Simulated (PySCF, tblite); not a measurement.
**C7H11 radical: geometry, infrared bands and EPR parameters**

Aim: predict the infrared bands and EPR parameters of C7H11 radical (`[CH]=C=C(C)CCC`).

Computed with tblite 0.8.0 and PySCF 2.14.0, with density-fitted response routines of our own, on a single molecule in the gas phase. Atoms count from 0, in the outputs and in this text.

## Step 1: Starting geometry

18 atoms, charge 0, multiplicity 2; geometry from: force field or distance geometry start.

Bonds of the start (Å): C0–C1 1.30, C1–C2 1.33, C2–C3 1.46, C2–C4 1.45, C4–C5 1.51, C5–C6 1.53, C0–H7 1.11, C3–H8 1.14, C3–H9 1.10, C3–H10 1.13, C4–H11 1.12, C4–H12 1.10, C5–H13 1.12, C5–H14 1.11, C6–H15 1.09, C6–H16 1.10, C6–H17 1.11.

## Step 2: Optimising the geometry with GFN2-xTB

The job: settings as JSON, then the geometry in Å.

```
{"job": {"kind": "relax", "xc": "GFN2-xTB", "basis": "xTB"}, "charge": 0, "multiplicity": 2}
C     -1.370400     2.623000    -1.007300
C     -1.175600     1.373700    -0.694200
C     -0.937400     0.109200    -0.341000
C     -1.818000    -0.442600     0.677600
C      0.150400    -0.564800    -1.029800
C      1.224400    -1.036000    -0.083900
C      1.830800     0.144800     0.679800
H     -0.783800     3.326300    -0.373800
H     -1.208900    -0.892600     1.526100
H     -2.583400     0.252600     1.052800
H     -2.350500    -1.316500     0.203500
H     -0.291800    -1.502600    -1.462500
H      0.541400     0.027200    -1.868600
H      2.053800    -1.552300    -0.621900
H      0.787100    -1.729400     0.657100
H      2.874900     0.243400     0.389400
H      1.240100     1.065400     0.531900
H      1.808200    -0.122500     1.753100
```

Started as:

```
OMP_NUM_THREADS=1 python probes_run.py task.json out
```

One launch serves the whole session: the jobs run in the order shown.

What it wrote:

```text
step      E/eV     max force
  0    -555.84744    4.487
  1    -556.13741    6.176
  2    -556.32626    2.049
  3    -556.41931    1.414
  4    -556.54090    1.035
  5    -556.67617    1.419
  6    -556.75234    1.023
  7    -556.82096    0.669
  8    -556.87231    0.673
  9    -556.92234    0.545
 10    -556.95769    0.390
 11    -556.97350    0.730
 12    -556.99599    0.302
 13    -557.00525    0.219
 14    -557.01398    0.216
 15    -557.01834    0.205
 16    -557.02625    0.174
 17    -557.03059    0.172
 18    -557.03450    0.165
 19    -557.03807    0.143
 20    -557.04264    0.153
 21    -557.04645    0.137
 22    -557.04874    0.085
 23    -557.04997    0.077
 24    -557.05107    0.077
 25    -557.05214    0.074
 26    -557.05304    0.071
 27    -557.05389    0.078
 28    -557.05494    0.092
 29    -557.05634    0.093
 30    -557.05791    0.105
 31    -557.05931    0.095
 32    -557.06058    0.105
 33    -557.06210    0.130
 34    -557.06414    0.120
 35    -557.06619    0.103
 36    -557.06789    0.085
 37    -557.06955    0.103
 38    -557.07181    0.132
 39    -557.07534    0.215
 40    -557.08039    0.253
 41    -557.08647    0.205
 42    -557.09283    0.195
 43    -557.09863    0.172
 44    -557.09722    0.449
 45    -557.10622    0.182
 46    -557.10965    0.141
 47    -557.11843    0.179
 48    -557.12097    0.155
 49    -557.12557    0.129
 50    -557.12858    0.104
 51    -557.13073    0.104
 52    -557.13267    0.117
 53    -557.13441    0.113
 54    -557.13609    0.080
 55    -557.13785    0.098
 56    -557.13989    0.089
 57    -557.14132    0.118
 58    -557.14257    0.078
 59    -557.14361    0.062
 60    -557.14464    0.081
 61    -557.14567    0.081
 62    -557.14678    0.090
 63    -557.14776    0.085
 64    -557.14880    0.071
 65    -557.14980    0.059
 66    -557.15062    0.065
 67    -557.15134    0.064
 68    -557.15202    0.071
 69    -557.15276    0.063
 70    -557.15354    0.072
 71    -557.15430    0.075
 72    -557.15499    0.056
 73    -557.15551    0.055
 74    -557.15584    0.039
 75    -557.15610    0.036
 76    -557.15635    0.031
 77    -557.15659    0.034
 78    -557.15684    0.037
 79    -557.15717    0.051
 80    -557.15766    0.064
 81    -557.15845    0.090
 82    -557.15946    0.091
 83    -557.16044    0.066
 84    -557.16117    0.066
 85    -557.16173    0.062
 86    -557.16226    0.051
 87    -557.16274    0.060
 88    -557.16291    0.067
 89    -557.16329    0.038
 90    -557.16346    0.031
 91    -557.16374    0.025
 92    -557.16392    0.030
 93    -557.16423    0.037
 94    -557.16447    0.036
 95    -557.16471    0.033
 96    -557.16487    0.035
 97    -557.16500    0.039
 98    -557.16514    0.033
 99    -557.16530    0.037
100    -557.16544    0.026
101    -557.16553    0.020
102    -557.16560    0.015
103    -557.16566    0.015
104    -557.16570    0.012
105    -557.16574    0.015
106    -557.16576    0.016
107    -557.16577    0.010
108    -557.16580    0.010
```

Wall time 0.62 s (1 thread of Arm Neoverse V1, shared host).

The steps of the relaxation: (not every step is listed)

| step | energy from step 0 (eV) | largest force (eV/Å) |
| --- | --- | --- |
| 0 | 0.0000 | 4.4869 |
| 1 | -0.2900 | 6.1764 |
| 2 | -0.4788 | 2.0491 |
| 3 | -0.5719 | 1.4142 |
| 4 | -0.6935 | 1.0346 |
| 5 | -0.8287 | 1.4190 |
| 6 | -0.9049 | 1.0230 |
| 7 | -0.9735 | 0.6694 |
| 8 | -1.0249 | 0.6726 |
| 17 | -1.1831 | 0.1722 |
| 26 | -1.2056 | 0.0705 |
| 35 | -1.2188 | 0.1030 |
| 44 | -1.2498 | 0.4495 |
| 53 | -1.2870 | 0.1125 |
| 62 | -1.2993 | 0.0895 |
| 71 | -1.3069 | 0.0752 |
| 80 | -1.3102 | 0.0640 |
| 89 | -1.3158 | 0.0382 |
| 98 | -1.3177 | 0.0331 |
| 103 | -1.3182 | 0.0154 |
| 104 | -1.3183 | 0.0124 |
| 105 | -1.3183 | 0.0154 |
| 106 | -1.3183 | 0.0162 |
| 107 | -1.3183 | 0.0099 |
| 108 | -1.3184 | 0.0102 |

Close pairs (by a distance rule), those that changed most:

| bond | before (Å) | after (Å) | change (Å) |
| --- | --- | --- | --- |
| C0–C1 | 1.303 | 1.217 | -0.086 |
| C0–H7 | 1.114 | 1.048 | -0.065 |
| C3–H8 | 1.137 | 1.094 | -0.044 |
| C2–C4 | 1.453 | 1.493 | +0.040 |
| C3–H10 | 1.128 | 1.091 | -0.036 |
| C2–C3 | 1.455 | 1.491 | +0.036 |
| C4–C5 | 1.507 | 1.540 | +0.033 |
| C1–C2 | 1.334 | 1.365 | +0.031 |

The end geometry stands in the next job.

## Step 3: Vibrational analysis with GFN2-xTB

The job: settings as JSON, then the geometry in Å.

```
{"job": {"kind": "ir", "xc": "GFN2-xTB", "basis": "xTB"}, "charge": 0, "multiplicity": 2}
C     -1.081065     2.711426    -0.683359
C     -1.010014     1.508744    -0.514365
C     -0.944575     0.157591    -0.328135
C     -1.941959    -0.526389     0.543879
C      0.146298    -0.643561    -0.958669
C      1.218059    -1.091142     0.052739
C      1.937611     0.096012     0.677597
H     -1.138616     3.747872    -0.829066
H     -1.488429    -0.829255     1.491969
H     -2.777667     0.133346     0.766504
H     -2.316554    -1.431225     0.062083
H     -0.282326    -1.541259    -1.417255
H      0.628411    -0.053580    -1.741161
H      1.940805    -1.725474    -0.465198
H      0.749527    -1.691517     0.835001
H      2.435829     0.685068    -0.089688
H      1.231136     0.742458     1.193523
H      2.684771    -0.242797     1.391945
```

What it wrote:

```text
mode    cm-1     km/mol
  1      14.2      0.15
  2      63.6      0.39
  3      87.0      0.12
  4     155.4      0.12
  5     174.0      0.12
  6     239.9      0.59
  7     269.2      0.17
  8     336.0      9.23
  9     363.6      1.70
 10     441.3      7.59
 11     474.8      4.45
 12     515.5      3.34
 13     657.0     14.32
 14     755.0      5.33
 15     827.8      7.75
 16     896.4      0.95
 17     925.0      2.28
 18     990.8      6.99
 19     996.8      2.99
 20    1069.7      2.76
 21    1076.1      0.91
 22    1104.1      1.88
 23    1202.0      5.37
 24    1238.6     20.03
 25    1256.2      4.74
 26    1307.5      2.30
 27    1339.0      2.89
 28    1368.9     14.33
 29    1395.9      2.54
 30    1416.6      2.15
 31    1463.9      0.82
 32    1473.6      3.38
 33    1482.1      2.02
 34    1495.2      0.72
 35    1499.8      2.29
 36    1506.2      1.32
 37    2116.4      1.38
 38    2925.1     47.47
 39    2938.6     25.74
 40    2966.7     31.09
 41    2980.1     38.82
 42    2982.3     16.16
 43    2987.7     79.53
 44    3030.9     56.21
 45    3032.8     48.22
 46    3038.8     34.94
 47    3039.5     15.13
 48    3394.7      2.90
```

Wall time 0.51 s (1 thread of Arm Neoverse V1, shared host).

Which atoms move in the most intense modes:

| cm⁻¹ | km/mol | atoms |
| --- | --- | --- |
| 2925 | 47.5 | H11 92 % |
| 2939 | 25.7 | H8 84 % |
| 2967 | 31.1 | H13 57 %, H14 24 % |
| 2980 | 38.8 | H12 56 %, H13 23 % |
| 2988 | 79.5 | H14 50 %, H12 28 % |
| 3031 | 56.2 | H15 59 %, H17 26 % |
| 3033 | 48.2 | H17 57 %, H16 19 %, H15 15 % |
| 3039 | 34.9 | H9 80 % |

## Step 4: EPR parameters: B3LYP/pcH-1

Same as in step 3 but for these lines:

```diff
@@ -1,2 +1,2 @@
-{"job": {"kind": "ir", "xc": "GFN2-xTB", "basis": "xTB"}, "charge": 0, "multiplicity": 2}
+{"job": {"kind": "epr", "basis": "pcH-1"}, "charge": 0, "multiplicity": 2}
 C     -1.081065     2.711426    -0.683359
```

Level: UKS B3LYP, pcH-1 on C H, non-relativistic, mean-field spin-orbit, GIAO.

What it wrote:

```text
UKS, coarse grid
  cycle   1  E = -273.22250567  |g| = 3.64e-01
  cycle   2  E = -273.20986383  |g| = 4.04e-01
  cycle   3  E = -273.29448864  |g| = 4.44e-02
  cycle   4  E = -273.29463750  |g| = 4.35e-02
  cycle   5  E = -273.29552706  |g| = 1.50e-02
  cycle   6  E = -273.29565778  |g| = 4.46e-03
  cycle   7  E = -273.29568175  |g| = 1.91e-03
  cycle   8  E = -273.29568675  |g| = 8.02e-04
UKS, final grid
  cycle   1  E = -273.29572810  |g| = 8.34e-04
  cycle   2  E = -273.29572812  |g| = 1.08e-03
  cycle   3  E = -273.29572870  |g| = 2.14e-04
  cycle   4  E = -273.29572875  |g| = 2.02e-04
  cycle   5  E = -273.29572881  |g| = 9.96e-05
  cycle   6  E = -273.29572881  |g| = 1.50e-05
E = -273.29572881 Eh   <S^2> = 0.7673 (exact 0.7500)
g shifts (ppm)      1          2          3
  rmc          -144       -144       -144
  gc             -4         24         29
  oz_so          12        620        944
  total        -136        500        829
hyperfine (MHz)  atom isotope    a_iso     a_fc   dipolar eigenvalues
    0   13C      42.33      42.33    -42.37    -31.90     74.27
    1   13C     -64.27     -64.27    -20.32     -1.37     21.69
    2   13C      68.37      68.37    -61.55    -61.06    122.61
    3   13C     -27.33     -27.33     -1.43      0.47      0.96
    4   13C     -25.81     -25.81     -1.34      0.27      1.07
    5   13C      43.58      43.58     -4.09     -3.72      7.81
    6   13C      -0.57      -0.57     -0.70     -0.06      0.77
    7    1H     -40.14     -40.14    -19.10     -1.13     20.23
    8    1H      95.00      95.00     -3.69     -2.74      6.43
    9    1H       7.91       7.91     -3.14     -2.78      5.93
   10    1H      53.48      53.48     -3.51     -2.95      6.46
   11    1H      48.56      48.56     -3.46     -3.19      6.65
   12    1H       8.07       8.07     -3.25     -2.89      6.14
   13    1H       2.27       2.27     -2.52     -1.42      3.94
   14    1H      -2.96      -2.96     -3.35     -1.23      4.58
   15    1H       0.87       0.87     -1.63     -0.78      2.42
   16    1H      -0.17      -0.17     -3.34     -2.23      5.57
   17    1H      -0.28      -0.28     -1.18     -0.68      1.86
```

It took 68 s on 1 thread of Arm Neoverse V1, shared host; peak memory 0.98 GiB.

Principal g values 2.00218, 2.00282, 2.00315; g(iso) = 2.00272, against 2.00232 for a free electron.

Hyperfine couplings; where a row names several nuclei, a(iso) is their mean (it holds for fast rotation or exchange) and the dipolar term the largest among them:

| nuclei | isotope | a(iso) (MHz) | a(iso) (G, at g = 2.0023) | largest dipolar term (MHz) |
| --- | --- | --- | --- | --- |
| C2 | 13C | 68.4 | 24.4 | 122.6 |
| C1 | 13C | -64.3 | -22.9 | 21.7 |
| H8, H9, H10 | 1H | 52.1 | 18.6 | 6.5 |
| C5 | 13C | 43.6 | 15.6 | 7.8 |
| C0 | 13C | 42.3 | 15.1 | 74.3 |
| H7 | 1H | -40.1 | -14.3 | 20.2 |
| H11, H12 | 1H | 28.3 | 10.1 | 6.6 |
| C3 | 13C | -27.3 | -9.8 | -1.4 |
| C4 | 13C | -25.8 | -9.2 | -1.3 |
| C6 | 13C | -0.6 | -0.2 | 0.8 |
| H13, H14 | 1H | -0.3 | -0.1 | 4.6 |
| H15, H16, H17 | 1H | 0.1 | 0.1 | 5.6 |

Mulliken spin populations:

C0 0.53; C1 -0.25; C2 0.73; C3 -0.06; C4 -0.06; C5 0.03; C6 0.00; H7 -0.02; H8 0.04; H9 0.00; H10 0.02; H11 0.02; H12 0.00; H13 0.00; H14 0.00; H15 0.00; H16 0.00; H17 0.00

In first order the couplings over 0.8 MHz of 1H give 24 distinct lines over 90.3 G, if the averaged nuclei exchange fast.

Orbitals, density, ELF and potential are computed afterwards from the orbital file.

ELF in a plane through or near 7 of the atoms.

Ten even steps from '0' (0.00) to '9' (1.00):
```
0000000000000000000000000000
0000000000000000000000000000
0000000000000000000011000000
0000000000000000001699840000
0000000146400001235999970000
0000002699940003466999960000
0000003899971004675637620000
0000002599941004678677531000
0000000146510015714786520000
0000000157742256797543100000
0000026774376472634100000000
0000036666653246885210000000
0000001147831003565443100000
0000000025400017999411000000
0000000000000029999710000000
0000000000000028999600000000
0000000000000002464100000000
0000000000000000000000000000
0000000000000000000000000000
0000000000000000000000000000
```
The map spans 10.9 Å across and 10.8 Å up, centred on the molecule. Atoms in the plane (x, y in Å): C0 (2.3, 1.9), C1 (1.6, 0.9), C2 (0.9, -0.3), C5 (-1.6, -0.4), H7 (2.8, 2.8), H10 (1.4, -2.4), H15 (-1.8, 1.8).

log10 of the density (e/Å³) in the same plane.

Values, 10 rows by 14 columns:
```
-4.0 -4.0 -4.0 -4.0 -4.0 -4.0 -4.0 -4.0 -4.0 -4.0 -4.0 -4.0 -4.0 -4.0
-4.0 -4.0 -4.0 -4.0 -4.0 -4.0 -4.0 -4.0 -3.4 -2.8 -2.4 -2.7 -3.7 -4.0
-4.0 -4.0 -3.8 -2.7 -2.1 -2.1 -2.7 -2.5 -1.8 -0.9 -0.1 -0.8 -2.4 -3.7
-4.0 -4.0 -2.9 -1.6 -0.5 -0.5 -1.5 -1.8 -0.9  0.2  0.3 -0.7 -2.2 -3.4
-4.0 -3.7 -2.5 -1.4 -0.4 -0.3 -1.1 -1.0 -0.1  1.1 -0.4 -1.4 -2.5 -3.8
-4.0 -3.5 -2.3 -0.9  0.0  1.0 -0.2  0.0  1.5 -0.3 -1.4 -2.2 -3.3 -4.0
-4.0 -3.9 -2.7 -1.6 -0.9 -0.5 -1.1 -1.0 -0.2 -0.2 -1.1 -2.0 -3.4 -4.0
-4.0 -4.0 -4.0 -3.0 -2.5 -2.3 -2.4 -1.5 -0.4 -0.5 -1.8 -2.7 -4.0 -4.0
-4.0 -4.0 -4.0 -4.0 -4.0 -4.0 -3.6 -2.7 -2.1 -2.1 -2.9 -3.7 -4.0 -4.0
-4.0 -4.0 -4.0 -4.0 -4.0 -4.0 -4.0 -4.0 -4.0 -4.0 -4.0 -4.0 -4.0 -4.0
```
The map spans 10.9 Å across and 10.8 Å up, centred on the molecule. Atoms in the plane (x, y in Å): C0 (2.3, 1.9), C1 (1.6, 0.9), C2 (0.9, -0.3), C5 (-1.6, -0.4), H7 (2.8, 2.8), H10 (1.4, -2.4), H15 (-1.8, 1.8).

On the surface of density 0.002 e/bohr³ the electrostatic potential runs, from the 1st to the 99th percentile, from -0.84 V near C0 to 1.17 V near H7.

The spin density lies nearest to C2 41 %; C0 29 %; C1 10 % (beta excess).

## Step 5: Results

| quantity | value |
| --- | --- |
| strongest single infrared mode (GFN2-xTB) | 2988 cm⁻¹, 80 km/mol |
| zero-point energy (GFN2-xTB) | 96.2 kcal/mol |
| g(iso) (B3LYP) | 2.00272 |
| ⟨S²⟩ | 0.767 (exact 0.75) |
| largest a(iso) (averaged by class) | 13C on C2, 68.4 MHz |
| surface potential, 1st and 99th percentile | -0.84 V and 1.17 V |

What this shows: Relaxing lowered the energy by 1.318 eV in 108 steps; the close pair that moved most is C0–C1, from 1.303 to 1.217 Å. No mode is imaginary among the 48: a minimum at this level. The strongest single mode, at 2988 cm⁻¹, moves mainly H14 and H12. GFN2-xTB is a fitted tight-binding method: band positions and strengths are rough. Its intensities can rank the bands wrongly. The largest spin populations lie on C2 (0.73 e), C0 (0.53 e). The isotropic g lies 0.4 ppt above the free-electron value.
